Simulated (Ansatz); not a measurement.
# B started on a Zn site and B started on a Zn site in zincblende ZnS, 64 atoms, charge 0

Wanted: geometry, formation energy and gap levels of the defect, compared across PBEsol and r²SCAN.

Method: density functional theory in Ansatz 0.2.0, PAW datasets, plane waves.

## 1. The system as built

64 atoms (30 Zn, 2 B, 32 S); a = 10.713 Å, b = 10.713 Å, c = 10.713 Å, α = 90.00°, β = 90.00°, γ = 90.00°. All atoms were shaken off their sites by about 0.02 Å along each axis. Defect site 1: (0.500, 0.500, 0.500). Defect site 2: (0.250, 0.250, 0.500).

Plan of the steps: (2) PBEsol relaxation at the single k point (¼, ¼, ¼), on 1 × NVIDIA H100 80GB HBM3 with 4 threads of AMD EPYC 7R13; (3) r²SCAN single point at the single k point (¼, ¼, ¼), on 1 × NVIDIA H100 80GB HBM3 with 4 threads of AMD EPYC 7R13.

## 2. PBEsol relaxation in the fixed cell

The input, in.yaml:

```yaml
crystal:
  lattice:
    - [10.712536, 0.000000, 0.000000]
    - [0.000000, 10.712536, 0.000000]
    - [0.000000, 0.000000, 10.712536]
  atoms:
    - { symbol: Zn, position: [0.997694, 0.999763, 0.997656] }
    - { symbol: Zn, position: [0.997975, 0.002910, 0.499471] }
    - { symbol: Zn, position: [0.998012, 0.500747, 0.999355] }
    - { symbol: Zn, position: [0.002248, 0.505099, 0.497181] }
    - { symbol: Zn, position: [0.497771, 0.996063, 0.998234] }
    - { symbol: Zn, position: [0.500883, 0.999681, 0.502568] }
    - { symbol: Zn, position: [0.504237, 0.502315, 0.999840] }
    - { symbol: Zn, position: [0.250702, 0.248833, 0.999110] }
    - { symbol: Zn, position: [0.252192, 0.748141, 0.003569] }
    - { symbol: Zn, position: [0.251864, 0.750369, 0.499769] }
    - { symbol: Zn, position: [0.751079, 0.248595, 0.000540] }
    - { symbol: Zn, position: [0.748207, 0.248801, 0.502909] }
    - { symbol: Zn, position: [0.749790, 0.747490, 0.999400] }
    - { symbol: Zn, position: [0.752140, 0.750659, 0.501706] }
    - { symbol: Zn, position: [0.250921, 0.003583, 0.252527] }
    - { symbol: Zn, position: [0.246811, 0.995490, 0.750880] }
    - { symbol: Zn, position: [0.250347, 0.501175, 0.250494] }
    - { symbol: Zn, position: [0.246103, 0.498467, 0.750554] }
    - { symbol: Zn, position: [0.752236, 0.999320, 0.248943] }
    - { symbol: Zn, position: [0.749564, 0.000988, 0.749400] }
    - { symbol: Zn, position: [0.749739, 0.497039, 0.248429] }
    - { symbol: Zn, position: [0.752795, 0.498512, 0.750307] }
    - { symbol: Zn, position: [0.997986, 0.248932, 0.251336] }
    - { symbol: Zn, position: [0.997859, 0.250786, 0.751392] }
    - { symbol: Zn, position: [0.998958, 0.751459, 0.250922] }
    - { symbol: Zn, position: [0.002334, 0.751611, 0.751325] }
    - { symbol: Zn, position: [0.500904, 0.249488, 0.250008] }
    - { symbol: Zn, position: [0.503382, 0.252782, 0.749280] }
    - { symbol: Zn, position: [0.497805, 0.752016, 0.250448] }
    - { symbol: Zn, position: [0.501500, 0.748277, 0.748388] }
    - { symbol: B, position: [0.501201, 0.498979, 0.499738] }
    - { symbol: B, position: [0.251327, 0.252487, 0.502287] }
    - { symbol: S, position: [0.124864, 0.124181, 0.126901] }
    - { symbol: S, position: [0.127352, 0.125186, 0.627151] }
    - { symbol: S, position: [0.123581, 0.623803, 0.126166] }
    - { symbol: S, position: [0.122547, 0.625254, 0.625356] }
    - { symbol: S, position: [0.626231, 0.125804, 0.124572] }
    - { symbol: S, position: [0.625406, 0.126725, 0.621917] }
    - { symbol: S, position: [0.627794, 0.622558, 0.125237] }
    - { symbol: S, position: [0.626361, 0.620872, 0.626995] }
    - { symbol: S, position: [0.376430, 0.375282, 0.128842] }
    - { symbol: S, position: [0.379471, 0.375913, 0.628029] }
    - { symbol: S, position: [0.376225, 0.876003, 0.123094] }
    - { symbol: S, position: [0.377875, 0.874785, 0.624152] }
    - { symbol: S, position: [0.876328, 0.376647, 0.120846] }
    - { symbol: S, position: [0.876816, 0.376436, 0.624948] }
    - { symbol: S, position: [0.872244, 0.871809, 0.123744] }
    - { symbol: S, position: [0.875658, 0.875759, 0.623286] }
    - { symbol: S, position: [0.375026, 0.128110, 0.374371] }
    - { symbol: S, position: [0.372589, 0.122558, 0.873513] }
    - { symbol: S, position: [0.375259, 0.627061, 0.375940] }
    - { symbol: S, position: [0.377363, 0.624683, 0.875495] }
    - { symbol: S, position: [0.873582, 0.126581, 0.373390] }
    - { symbol: S, position: [0.874488, 0.127806, 0.875072] }
    - { symbol: S, position: [0.875763, 0.624385, 0.374222] }
    - { symbol: S, position: [0.873151, 0.624176, 0.874593] }
    - { symbol: S, position: [0.126706, 0.377489, 0.373186] }
    - { symbol: S, position: [0.123078, 0.372139, 0.875173] }
    - { symbol: S, position: [0.126348, 0.875050, 0.374069] }
    - { symbol: S, position: [0.127005, 0.876984, 0.874262] }
    - { symbol: S, position: [0.623696, 0.372428, 0.375865] }
    - { symbol: S, position: [0.626026, 0.376958, 0.874677] }
    - { symbol: S, position: [0.623638, 0.875066, 0.374841] }
    - { symbol: S, position: [0.627553, 0.874036, 0.873701] }
  symmetry: { detect: false }
kpoints:
  mp_grid: { grid: [1, 1, 1], shift: [0.25, 0.25, 0.25] }
hamiltonian:
  xc: pbesol
scf:
  occupations: { method: fermi_dirac, width: 0.01 }
relax:
  f_tol: 0.03
  max_steps: 80
  escape_saddle: false
  adjacent_minimum: "off"
output:
  forces: true
  eigenvalues: true
  populations: true
```

Run with:

```
$ ansatz run in.yaml --threads 4 --pin off --max-ram 42750MiB --runs-dir r --events-out ev --progress --plain --backend cuda --devices 0, --max-vram 37GiB
```

After this run come: r²SCAN on the final geometry.

Before running it: what results should come out? Wanted: for each run, formation energy; host gap; top filled to lowest empty.

The runs gave:

| level | time | formation energy (eV) | host gap (eV) | top filled to lowest empty (eV) |
| --- | --- | --- | --- | --- |
| PBEsol, relaxation | 30 s (GPU) | 6.21 | 2.07 | 1.44 |
| r²SCAN | 7.4 s (GPU) | 6.86 | 2.78 | 1.86 |

```
     quantity                              value
   relaxation  21 recorded steps, 3.16 eV gained
largest shift                       1.27 Å (B32)
```

**In words.** Relaxation gains 3.16 eV, with shifts up to 1.27 Å (B32). The formation energy goes from 6.21 eV (PBEsol) to 6.86 eV (r²SCAN). The reservoirs are the elements' reference phases; where the defect changes the composition, the value depends on that choice. r²SCAN puts 1 localised level over 0.1 eV inside the gap, at 1.27 (filled) eV, the tightest of them shared by about 9 atoms. The host's edges were read at Γ, so band-like levels at this k point need not coincide with them. Finite-cell errors of some tenths of an eV remain in such numbers.
